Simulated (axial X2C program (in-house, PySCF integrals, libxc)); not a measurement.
# All-electron X2C curves of MoB⁻

Aim: find the lowest determinant of MoB⁻, scan the bond at several levels and fit the constants, once spin-free and once with spin–orbit coupling.

Computed with an in-house X2C program for linear molecules on PySCF integrals. Level: all-electron X2C, Mo dyall-acv3z, B dyall-av3z.

All values are calculated.

**1. Input**

File task.json:

```json
{"zs": [42, 5], "q": -1, "bas": ["dyall-acv3z", "dyall-av3z"], "levels": ["PBE0", "HF", "BLYP"], "cc": true, "r0": 2.23, "thr": -1.0, "nmax": 90, "npts": 10, "nst": 2, "ntry": 6}
```

Keys: zs atomic numbers; q charge; bas basis sets; levels methods (HF also brings MP2); cc coupled cluster on or off; r0 starting distance in Å; thr threshold in hartree for freezing inner shells (an s shell follows its p shell); nmax most natural virtual spinors; npts points asked for on the curve; nst determinants followed; ntry starts of the search.

Run with:

```bash
> python so2c.py task.json out
```

Spin-free means the one-electron spin-free X2C Hamiltonian; two-component (2c) means X2C with spin–orbit coupling and atomic mean-field two-electron Coulomb and Gaunt terms. Basis: Mo dyall-acv3z contracted to [12s13p10d5f3g], B dyall-av3z contracted to [8s7p3d2f]; Gaussian nuclei, density fitting. Masses: Mo 97.905 u, B 11.009 u.

Notation: σ, π±, δ± give the projection m of an orbital's angular momentum (0, ±1, ±2), α and β its spin, Λ and M_S the sums; ω is the projection of a spinor's total angular momentum and Ω the sum. Logs are in hartree.

The results follow Hamiltonian by Hamiltonian and level by level.

**2. Which state to follow**

PBE0 moves the distance from 2.230 Å to 1.871 Å and compares determinants there.

Spin-free determinants:

```tsv
ΔE (eV)	state	open shells
0.00	M_S = 2, Λ = 0	beyond closed shells: 2 × σα, δ+α, δ-α
0.38	M_S = 2, Λ = 1	beyond closed shells: σα, π+α, π+β, π-α, δ+α, δ-α
0.41	M_S = 1, Λ = 0	beyond closed shells: δ+α, δ-α
1.12	M_S = 3, Λ = 2	beyond closed shells: 2 × σα, 2 × π+α, π+β, π-α, δ+α, δ-α
1.12	M_S = 3, Λ = 0	beyond closed shells: 2 × σα, π+α, π+β, 2 × π-α, δ+α, δ-α
1.13	M_S = 2, Λ = 0	beyond closed shells: π+α, π-α, δ+α, δ-α
1.38	M_S = 3, Λ = 1	beyond closed shells: 3 × σα, π+α, π+β, π-α, δ+α, δ-α
```

Two-component determinants:

```
ΔE (eV)  state                                           open shells
   0.00  Ω = 2  excess of +ω over −ω: 2 × ω = 1/2, ω = -3/2, ω = 5/2
   0.36  Ω = 3                excess of +ω over −ω: ω = 1/2, ω = 5/2
   0.40  Ω = 1               excess of +ω over −ω: ω = -3/2, ω = 5/2
   0.80  Ω = 1               excess of +ω over −ω: ω = -1/2, ω = 3/2
   0.85  Ω = 2               excess of +ω over −ω: ω = -1/2, ω = 5/2
   1.13  Ω = 5   excess of +ω over −ω: 2 × ω = 1/2, ω = 3/2, ω = 5/2
   1.17  Ω = 3                excess of +ω over −ω: ω = 1/2, ω = 5/2
```

**3. PBE0, spin-free**

State followed: M_S = 2, Λ = 0 (beyond closed shells: 2 × σα, δ+α, δ-α). The scan is laid around 1.871 Å, a first estimate of the minimum, and this SCF restarts from the orbitals of the search.

Output at 1.871 Å:

```text
spin-free X2C-1e  PBE0
basis functions 221  fitting functions 1047  grid points 5077
iter        total energy     max residual
   1      -4072.847348338     4.02e-06
   2      -4072.847348338     1.07e-05
converged
one-electron -5745.83652819  Coulomb 1742.23026105  exact exchange -31.62989898  xc functional -97.00573823  nuclear repulsion 59.39455601
```

Along the bond, energies from the lowest point:

```csv
R (Å),E (eV),μ (D),HOMO (eV),LUMO (eV),iterations
1.628,0.8071,-1.46,0.30,1.62,16
1.703,0.3340,-2.10,0.20,1.63,17
1.759,0.1313,-2.54,0.13,1.64,17
1.815,0.0277,-2.94,0.05,1.65,17
1.871,0.0000,-3.33,0.12,1.66,2
1.937,0.0372,-3.74,0.21,1.67,17
2.002,0.1262,-4.14,0.28,1.67,17
2.086,0.2893,-4.62,0.35,1.68,16
2.189,0.5293,-5.17,0.40,1.68,18
2.339,0.9031,-5.88,0.46,1.69,17
```

Dipoles are positive if B is the positive end and refer to the centre of mass.

Outer orbitals at the reference distance:

| symmetry | occupied | ε (eV) | atomic character |
| --- | --- | --- | --- |
| σβ | yes | -34.49 | 95% Mo p |
| π+β | yes | -33.73 | 97% Mo p |
| π-β | yes | -33.73 | 97% Mo p |
| σα | yes | -4.81 | 47% B s, 30% Mo d, 12% Mo s |
| σβ | yes | -4.47 | 54% B s, 17% Mo d, 13% Mo s |
| σα | yes | -1.03 | 48% Mo d, 22% B p, 15% B s |
| π+α | yes | -0.82 | 78% Mo d, 19% B p |
| π-α | yes | -0.82 | 78% Mo d, 19% B p |
| δ-α | yes | -0.42 | 95% Mo d, 2% B f |
| δ+α | yes | -0.42 | 95% Mo d, 2% B f |
| σα | yes | -0.03 | 40% Mo s, 28% B p, 24% Mo p |
| π-β | yes | 0.12 | 46% Mo d, 45% B p, 5% Mo p |
| π+β | yes | 0.12 | 46% Mo d, 45% B p, 5% Mo p |
| σα | no | 1.66 | 85% Mo p, 11% Mo s, 2% B p |
| π+α | no | 1.74 | 99% Mo p |
| π-α | no | 1.74 | 99% Mo p |
| σβ | no | 1.85 | 97% Mo p, 2% Mo s |

PBE0 fields in the half plane through the axis: z from -2.4 to 4.2 Å across, distance from the axis 0.15 to 2.25 Å upwards; Mo lies at z = 0 and B at z = 1.871 Å; the ELF is damped to zero where the density is low.

log10 density (e/bohr³). Ten even steps from ' ' (-4.05 ) to '@' (1.66 ):
```
........::::::::::::::::::::::::........      
......::::::::::::::::::::::::::::::......    
....::::::----------------------::::::......  
..::::::------========--------------::::....  
::::::----======++================----::::....
::::::----==++******++++++++++======----::....
::::----==++**####****++++++++++====----::::..
::::----==++**##@@##**++++++%%**++====--::::..
```

ELF. Ten even steps from ' ' (0.00 ) to '@' (0.99 ):
```
::--======------::::::::::------::::..        
--==++++++==--::::::::--==++++++++==--..      
++++++++====--::::::::--++**####****++--::    
++++++====------::::::==**##%%%%%%####**==::  
++++==----::--------::==##%%%%%%%%%%%%##**--..
++==--::::--++**##**====##%%%%%%%%@@%%%%##++::
++==::::::--##**--****==**++  ..##@@@@%%%%**--
==--::....==##::++::**==++  @@++::%%@@%%%%**--
```

Re = 1.868 Å, ωe = 702 cm⁻¹, ωexe = 6.12 cm⁻¹, Be = 0.4882 cm⁻¹, De = 2.97 eV, μ = -3.31 D.

**4. HF, spin-free**

Output at 1.871 Å:

```text
spin-free X2C-1e  HF
basis functions 221  fitting functions 1047  grid points 5077
iter        total energy     max residual
   1      -4070.731307033     2.83e-01
   2      -4070.761552448     1.04e-02
   3      -4070.770477467     1.46e-02
   4      -4070.774849550     8.94e-03
   5      -4070.781852741     8.02e-03
   6      -4070.786569426     1.82e-03
   7      -4070.786808406     8.48e-04
   8      -4070.786868009     6.66e-04
   9      -4070.786912848     2.34e-04
  10      -4070.786921659     1.02e-04
  11      -4070.786923619     6.99e-05
  12      -4070.786924354     4.72e-05
  13      -4070.786924833     2.98e-05
  14      -4070.786925091     1.34e-05
  15      -4070.786925150     2.20e-06
  16      -4070.786925152     1.38e-06
converged
one-electron -5744.58867752  Coulomb 1741.11865169  exact exchange -126.71145533  xc functional 0.00000000  nuclear repulsion 59.39455601
```

No constants are quoted: too few points lie around the minimum for a second fit to confirm the first.

**5. BLYP, spin-free**

The SCF at the reference distance of 1.871 Å:

```text
spin-free X2C-1e  BLYP
basis functions 221  fitting functions 1047  grid points 5077
iter        total energy     max residual
   1      -4073.336898494     1.26e-01
   2      -4073.344375893     8.66e-03
   3      -4073.297610698     4.38e-02
   4      -4073.345991906     3.82e-03
   5      -4073.346530008     4.11e-03
   6      -4073.346769796     1.70e-03
   7      -4073.346825853     7.75e-04
   8      -4073.346840508     3.54e-04
   9      -4073.346842378     2.55e-05
  10      -4073.346842396     6.59e-06
  11      -4073.346842396     2.66e-06
converged
one-electron -5745.54341102  Coulomb 1741.90184596  exact exchange 0.00000000  xc functional -129.09983335  nuclear repulsion 59.39455601
```

Re = 1.880 Å, ωe = 746 cm⁻¹, ωexe = 4.48 cm⁻¹, Be = 0.4822 cm⁻¹, De = 3.38 eV, μ = -3.27 D.

**6. Correlated methods, spin-free**

Correlated methods: 10 electrons correlated (frozen shells, counted by type: Mo 4 s, 3 p, 1 d; B 1 s), 320 virtual spinors in MP2, 89 natural virtuals in coupled cluster.

Output of the correlated part at 1.871 Å:

```text
correlated 10  virtual 320  natural virtual 89  E(MP2) -0.209744043  MP2 remainder -0.010793608
iter   CCSD correlation   residual
   1     -0.209010920   1.60e-01
   2     -0.220800974   9.27e-02
   3     -0.229426581   5.98e-02
   4     -0.233734930   3.30e-02
   5     -0.235291733   1.51e-02
   6     -0.235647202   6.54e-03
   7     -0.235752604   2.49e-03
   8     -0.235751126   9.39e-04
   9     -0.235754062   4.62e-04
  10     -0.235752135   2.14e-04
  11     -0.235752676   1.03e-04
  12     -0.235753187   4.98e-05
  13     -0.235754476   2.85e-05
  14     -0.235755316   1.44e-05
  15     -0.235756016   7.99e-06
  16     -0.235756398   4.48e-06
  17     -0.235756529   2.14e-06
  18     -0.235756569   1.10e-06
  19     -0.235756591   5.72e-07
  20     -0.235756607   2.78e-07
(T) -0.015740505  T1 0.1130  D1 0.1712  max T2 0.065
```

T1 in the output is the amplitude norm over the root of the electron number; divide by √2 for the Lee–Taylor value.

MP2: No constants are quoted: the reference is strongly spin-contaminated.

CCSD: Re = 1.887 Å, ωe = 661 cm⁻¹, ωexe = 5.77 cm⁻¹, Be = 0.4782 cm⁻¹, De = 2.19 eV. T1 at Re = 0.079 (Lee–Taylor, the printed value over √2).

CCSD(T): Re = 1.876 Å, ωe = 697 cm⁻¹, ωexe = 5.65 cm⁻¹, Be = 0.4838 cm⁻¹, De = 2.44 eV. T1 at Re = 0.080 (Lee–Taylor, the printed value over √2).

**7. A higher determinant, spin-free**

State: M_S = 2, Λ = 1 (beyond closed shells: σα, π+α, π+β, π-α, δ+α, δ-α).

Output at the reference distance:

```text
spin-free X2C-1e  PBE0
basis functions 221  fitting functions 1047  grid points 5077
iter        total energy     max residual
   1      -4072.833415830     1.48e-05
   2      -4072.833415795     5.60e-05
   3      -4072.833415842     4.71e-06
   4      -4072.833415843     3.82e-06
converged
one-electron -5745.20579883  Coulomb 1741.59630226  exact exchange -31.62610764  xc functional -96.99236764  nuclear repulsion 59.39455601
```

```csv
R (Å),E above the lowest PBE0 point (eV)
1.628,1.565
1.703,0.958
1.759,0.667
1.815,0.482
1.871,0.379
1.937,0.334
2.002,0.345
2.086,0.412
2.189,0.540
```

Re = 1.953 Å, ωe = 569 cm⁻¹, ωexe = 7.29 cm⁻¹, Be = 0.4466 cm⁻¹, μ = -3.93 D. Te = 0.33 eV. As a difference of two determinants it need not be a gap between pure terms.

**8. The spin-free curves together**

Energy (eV) of the followed determinant, spin-free, from each level's lowest point:

```csv
R (Å),PBE0,HF,MP2 (spin-contaminated),CCSD,CCSD(T),BLYP
1.628,0.807,1.869,0.520,n/a,n/a,0.943
1.703,0.334,1.234,0.212,0.382,0.365,0.415
1.759,0.131,0.876,0.086,0.165,0.151,0.177
1.815,0.028,0.598,0.020,0.046,0.037,0.046
1.871,0.000,0.390,0.000,0.000,0.000,0.000
1.937,0.037,0.218,0.021,0.015,0.029,0.029
2.002,0.126,0.106,0.079,0.083,0.112,0.125
2.086,0.289,0.029,0.191,0.219,0.272,0.315
2.189,0.529,0.000,0.363,n/a,n/a,0.604
2.339,0.903,0.023,0.625,n/a,n/a,1.062
```

**9. PBE0, 2c**

State followed: Ω = 2 (excess of +ω over −ω: 2 × ω = 1/2, ω = -3/2, ω = 5/2). The scan is laid around 1.871 Å, a first estimate of the minimum, and this SCF restarts from the orbitals of the search.

Output at 1.871 Å:

```text
two-component X2C + atomic mean field  PBE0
basis functions 221  fitting functions 1047  grid points 5077
iter        total energy     max residual
   1      -4071.242586113     3.82e-06
   2      -4071.242586115     5.99e-06
   3      -4071.242586117     3.40e-06
converged
one-electron -5741.55326382  Coulomb 1741.39110713  exact exchange -31.61492827  xc functional -96.96055689  nuclear repulsion 59.39455601  atomic mean-field constant -1.89950027
```

Along the bond, energies from the lowest point:

```csv
R (Å),E (eV),μ (D),HOMO (eV),LUMO (eV),iterations
1.628,0.7985,-1.46,0.30,1.63,16
1.703,0.3288,-2.09,0.20,1.64,17
1.759,0.1282,-2.53,0.13,1.65,17
1.815,0.0263,-2.94,0.05,1.66,17
1.871,0.0000,-3.32,0.14,1.67,3
1.937,0.0385,-3.74,0.23,1.67,17
2.002,0.1287,-4.14,0.30,1.68,17
2.086,0.2929,-4.62,0.36,1.68,17
2.189,0.5338,-5.17,0.41,1.69,18
2.339,0.9085,-5.88,0.47,1.69,19
```

Dipoles are positive if B is the positive end and refer to the centre of mass.

Outer spinors at the reference distance:

| ω | occupied | ε (eV) | atomic character | λ mixture |
| --- | --- | --- | --- | --- |
| -1/2 | yes | -34.08 | 95% Mo p | 90% σ, 10% π |
| 1/2 | yes | -34.02 | 96% Mo p | 84% π, 16% σ |
| -3/2 | yes | -32.87 | 97% Mo p, 2% B f | 100% π |
| 1/2 | yes | -4.81 | 47% B s, 30% Mo d, 12% Mo s | 100% σ |
| -1/2 | yes | -4.48 | 54% B s, 17% Mo d, 13% Mo s | 100% σ |
| 1/2 | yes | -1.03 | 48% Mo d, 22% B p, 15% B s | 100% σ |
| -1/2 | yes | -0.85 | 78% Mo d, 18% B p | 100% π |
| 3/2 | yes | -0.79 | 78% Mo d, 19% B p | 100% π |
| -3/2 | yes | -0.51 | 95% Mo d, 2% B f | 99% δ, 1% π |
| 5/2 | yes | -0.34 | 95% Mo d, 2% B f | 100% δ |
| 1/2 | yes | -0.03 | 40% Mo s, 28% B p, 24% Mo p | 99% σ, 1% π |
| 1/2 | yes | 0.10 | 46% Mo d, 45% B p, 5% Mo p | 99% π, 1% σ |
| -3/2 | yes | 0.14 | 46% Mo d, 45% B p, 5% Mo p | 99% π, 1% δ |
| 1/2 | no | 1.67 | 87% Mo p, 10% Mo s | 100% σ |
| -1/2 | no | 1.74 | 99% Mo p | 100% π |
| 3/2 | no | 1.74 | 99% Mo p | 100% π |
| -1/2 | no | 1.85 | 98% Mo p | 100% σ |

PBE0 fields in the half plane through the axis: z from -2.4 to 4.2 Å across, distance from the axis 0.15 to 2.25 Å upwards; Mo lies at z = 0 and B at z = 1.871 Å; the ELF is damped to zero where the density is low.

log10 density (e/bohr³). Ten even steps from '0' (-4.05 ) to '9' (1.66 ):
```
11112222222222221111000
11122222222222222211100
11222333333333332221110
12223334444333333322110
22233444544444444332211
22233456665555544433211
22334567766555554433221
22334567976555865443221
```

ELF. Ten even steps from '0' (0.00 ) to '9' (0.99 ):
```
23444333222223332210000
34554432222345555431000
55554432222356776653200
55544333222467888776420
55433233332478888887631
54322356764478888988752
54222376366465017998863
43211472526450952898863
```

Re = 1.867 Å, ωe = 703 cm⁻¹, ωexe = 6.13 cm⁻¹, Be = 0.4889 cm⁻¹, De = 2.98 eV, μ = -3.29 D.

**10. HF, 2c**

Output at 1.871 Å:

```text
two-component X2C + atomic mean field  HF
basis functions 221  fitting functions 1047  grid points 5077
iter        total energy     max residual
   1      -4069.126814020     2.92e-01
   2      -4069.157058759     1.04e-02
   3      -4069.165974189     1.46e-02
   4      -4069.170341768     8.99e-03
   5      -4069.177332958     8.10e-03
   6      -4069.182058228     1.88e-03
   7      -4069.182301085     8.55e-04
   8      -4069.182361957     6.81e-04
   9      -4069.182408128     2.33e-04
  10      -4069.182417826     1.01e-04
  11      -4069.182420266     7.15e-05
  12      -4069.182421292     5.72e-05
  13      -4069.182422015     4.04e-05
  14      -4069.182422402     2.31e-05
  15      -4069.182422492     1.21e-05
  16      -4069.182422502     8.79e-06
  17      -4069.182422509     6.35e-06
  18      -4069.182422515     3.17e-06
  19      -4069.182422518     1.16e-06
  20      -4069.182422518     7.31e-07
converged
one-electron -5740.30388515  Coulomb 1740.27795055  exact exchange -126.65154365  xc functional 0.00000000  nuclear repulsion 59.39455601  atomic mean-field constant -1.89950027
```

No constants are quoted: the lowest point is the long end of the scan.

**11. BLYP, 2c**

The SCF at the reference distance of 1.871 Å:

```text
two-component X2C + atomic mean field  BLYP
basis functions 221  fitting functions 1047  grid points 5077
iter        total energy     max residual
   1      -4071.731762114     1.30e-01
   2      -4071.739215327     8.71e-03
   3      -4071.691894095     4.41e-02
   4      -4071.740841540     3.87e-03
   5      -4071.741382749     4.11e-03
   6      -4071.741622130     1.70e-03
   7      -4071.741677872     7.75e-04
   8      -4071.741692409     3.52e-04
   9      -4071.741694260     2.56e-05
  10      -4071.741694278     6.62e-06
  11      -4071.741694279     2.78e-06
converged
one-electron -5741.25825738  Coulomb 1741.06080621  exact exchange 0.00000000  xc functional -129.03929884  nuclear repulsion 59.39455601  atomic mean-field constant -1.89950027
```

Re = 1.879 Å, ωe = 746 cm⁻¹, ωexe = 4.48 cm⁻¹, Be = 0.4827 cm⁻¹, De = 3.38 eV, μ = -3.26 D.

**12. MP2 and beyond, 2c**

Correlated methods: 10 electrons correlated (frozen shells, counted by type: Mo 4 s, 3 p, 1 d; B 1 s), 320 virtual spinors in MP2, 90 natural virtuals in coupled cluster.

Output of the correlated part at 1.871 Å:

```text
correlated 10  virtual 320  natural virtual 90  E(MP2) -0.209711652  MP2 remainder -0.010574871
iter   CCSD correlation   residual
   1     -0.209169572   1.60e-01
   2     -0.220982315   9.29e-02
   3     -0.229672569   6.00e-02
   4     -0.234034043   3.32e-02
   5     -0.235617788   1.52e-02
   6     -0.235979474   6.61e-03
   7     -0.236087485   2.53e-03
   8     -0.236086101   9.60e-04
   9     -0.236088623   4.75e-04
  10     -0.236086997   2.24e-04
  11     -0.236087200   1.08e-04
  12     -0.236087803   5.28e-05
  13     -0.236089107   3.06e-05
  14     -0.236090027   1.57e-05
  15     -0.236090772   8.91e-06
  16     -0.236091199   5.14e-06
  17     -0.236091338   2.50e-06
  18     -0.236091378   1.30e-06
  19     -0.236091398   7.15e-07
(T) -0.015823691  T1 0.1136  D1 0.1725  max T2 0.066
```

MP2: No constants are quoted: the reference is strongly spin-contaminated.

CCSD: No constants are quoted: the points don't follow one smooth fit.

CCSD(T): No constants are quoted: the points don't follow one smooth fit.

**13. A higher determinant, 2c**

State: Ω = 3 (excess of +ω over −ω: ω = 1/2, ω = 5/2).

Output at the reference distance:

```text
two-component X2C + atomic mean field  PBE0
basis functions 221  fitting functions 1047  grid points 5077
iter        total energy     max residual
   1      -4071.229349228     4.57e-06
   2      -4071.229349224     1.68e-05
   3      -4071.229349231     1.83e-06
   4      -4071.229349231     2.08e-06
converged
one-electron -5740.93423523  Coulomb 1740.76769625  exact exchange -31.61088548  xc functional -96.94698051  nuclear repulsion 59.39455601  atomic mean-field constant -1.89950027
```

```csv
R (Å),E above the lowest PBE0 point (eV)
1.628,n/a
1.703,0.920
1.759,0.639
1.815,0.460
1.871,0.360
1.937,0.318
2.002,0.332
2.086,0.403
2.189,0.534
```

Re = 1.949 Å, ωe = 573 cm⁻¹, ωexe = 7.09 cm⁻¹, Be = 0.4484 cm⁻¹, μ = -3.90 D. Te = 0.32 eV. As a difference of two determinants it need not be a gap between pure terms.

**14. The 2c curves together**

Energy (eV) of the followed determinant, 2c, from each level's lowest point:

```csv
R (Å),PBE0,HF,MP2 (spin-contaminated),CCSD,CCSD(T),BLYP
1.628,0.799,1.856,0.509,n/a,n/a,0.935
1.703,0.329,1.224,0.206,0.376,0.358,0.410
1.759,0.128,0.868,0.082,0.161,0.147,0.174
1.815,0.026,0.593,0.018,0.043,0.035,0.045
1.871,0.000,0.386,0.000,0.000,0.000,0.000
1.937,0.039,0.215,0.022,0.023,0.038,0.031
2.002,0.129,0.105,0.081,0.092,0.122,0.127
2.086,0.293,0.028,0.195,0.237,0.294,0.318
2.189,0.534,0.000,0.369,n/a,n/a,0.608
2.339,0.908,n/a,n/a,n/a,n/a,1.066
```

Time for the job: 4.3 min (1 thread of Arm Neoverse V2, shared host); peak memory 0.69 GiB.

**15. What came out**

Lowest determinant that the search found at its distance, spin-free: M_S = 2, Λ = 0 (beyond closed shells: 2 × σα, δ+α, δ-α).

Lowest determinant that the search found at its distance, 2c: Ω = 2 (excess of +ω over −ω: 2 × ω = 1/2, ω = -3/2, ω = 5/2).

```
Hamiltonian    level  Re (Å)  ωe (cm⁻¹)  De (eV)
  spin-free     PBE0   1.868        702     2.97
  spin-free     CCSD   1.887        661     2.19
  spin-free  CCSD(T)   1.876        697     2.44
  spin-free     BLYP   1.880        746     3.38
         2c     PBE0   1.867        703     2.98
         2c     BLYP   1.879        746     3.38
```

No constants: spin-free HF (too few points lie around the minimum for a second fit to confirm the first); spin-free MP2 (the reference is strongly spin-contaminated); 2c HF (the lowest point is the long end of the scan); 2c MP2 (the reference is strongly spin-contaminated); 2c CCSD (the points don't follow one smooth fit); 2c CCSD(T) (the points don't follow one smooth fit).

Time per point (s) on 1 thread of Arm Neoverse V2, shared host (2c runs); the times are rough: PBE0 1.1, BLYP 0.58.

At PBE0, going from spin-free to two-component changes Re by -1 mÅ, ωe by +0.2 %; the spin-free picture holds up (part of it comes from the scalar share of the two-electron terms). De moves by +0.01 eV; both De rest on single-determinant atoms, which can miss part of an open shell's spin–orbit lowering. The highest occupied level is positive at the mean-field levels quoted, but negative in the Hartree–Fock runs, so self-interaction plays a part.

De refers to Mo + B-; at CCSD, spin-free, to Mo- + B; at CCSD(T), spin-free, to Mo- + B; at BLYP, spin-free, to Mo- + B; at BLYP, two-component, to Mo- + B, each in the lowest determinant found, which need not be this curve's own limit. The state is a single determinant with fixed occupations, the lowest that a limited PBE0 search found. Dissociation energies refer to the lowest single-determinant-based atoms at the same level and basis. Density functionals use the spin component along the axis (collinear). Coupled cluster ran in a truncated set of natural virtual spinors; the MP2 energy of the rest was added. With several unpaired electrons one determinant need not be a pure state. The spin-free determinant is spin-contaminated at some levels. With the outer-core shells frozen, correlated bond lengths of heavy atoms tend to come out a few hundredths of an ångström too long. T1 at Re is 0.080 (Lee–Taylor), above the customary mark of 0.02.
